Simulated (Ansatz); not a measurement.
# MoW14: the cost of one run

All numbers below are computed with Ansatz 0.2.0 (DFT PBEsol, plane waves, PAW, scalar-relativistic, no spin polarisation).

### Step 1. The system as given

The cell holds 15 atoms (MoW14): a = 6.320 Å, b = 6.320 Å, c = 6.320 Å, α = 90.00°, β = 90.00°, γ = 90.00°.

Coordinates:

```
Mo W
1.0
     6.32000    0.00000    0.00000
     0.00000    6.32000    0.00000
     0.00000    0.00000    6.32000
Mo W
1 14
Direct
  0.99409 0.00156 0.00382
  0.49376 0.99571 0.99534
  0.00138 0.49877 0.00384
  0.99775 0.00157 0.50145
  0.25649 0.24843 0.24126
  0.49356 0.49947 0.99572
  0.50470 0.00065 0.48890
  0.75149 0.25475 0.25589
  0.00355 0.49434 0.50025
  0.25046 0.73942 0.25782
  0.25029 0.24531 0.75565
  0.50372 0.50713 0.49817
  0.74657 0.75195 0.25485
  0.25262 0.74737 0.74644
  0.75276 0.75161 0.74780
```

### Step 2. Relaxing end A

input.yaml reads:

```yaml
crystal:
  lattice:
    - [6.32, 0.0, 0.0]
    - [0.0, 6.32, 0.0]
    - [0.0, 0.0, 6.32]
  atoms:
    - { symbol: Mo, position: [-0.0059062, 0.0015567, 0.0038162] }
    - { symbol: W, position: [0.4937581, -0.0042946, -0.0046588] }
    - { symbol: W, position: [0.0013762, 0.4987707, 0.0038436] }
    - { symbol: W, position: [-0.0022453, 0.0015743, 0.5014456] }
    - { symbol: W, position: [0.2564897, 0.2484274, 0.2412615] }
    - { symbol: W, position: [0.4935563, 0.4994683, -0.0042762] }
    - { symbol: W, position: [0.504699, 0.0006455, 0.4888978] }
    - { symbol: W, position: [0.7514926, 0.2547463, 0.255892] }
    - { symbol: W, position: [0.0035549, 0.4943376, 0.5002528] }
    - { symbol: W, position: [0.2504644, 0.7394181, 0.2578152] }
    - { symbol: W, position: [0.2502948, 0.2453128, 0.7556506] }
    - { symbol: W, position: [0.5037152, 0.5071298, 0.4981693] }
    - { symbol: W, position: [0.7465738, 0.7519462, 0.2548517] }
    - { symbol: W, position: [0.2526203, 0.7473666, 0.7464384] }
    - { symbol: W, position: [0.7527635, 0.7516079, 0.7478041] }
basis:
  ecutwfc: 420.0
kpoints:
  mp_grid: { grid: [3, 3, 3] }
hamiltonian:
  xc: pbesol
  pseudopotentials: { kind: paw, azcp: { folder: soft_1 } }
scf:
  occupations: { method: gaussian, width: 0.1 }
  lower_state_search: "off"
relax:
  f_tol: 0.03
  max_steps: 60
  adjacent_minimum: "off"
```

Started as:

```
ansatz run input.yaml --threads 4 --pin off --max-ram 10240MiB --backend cpu --events-out ev --progress --plain --runs-dir out
```

**Question.** How long does this run take on 4 threads of Arm Neoverse V1, shared host, and how much memory does it need?

About 65 s, with a peak of 1 GiB.
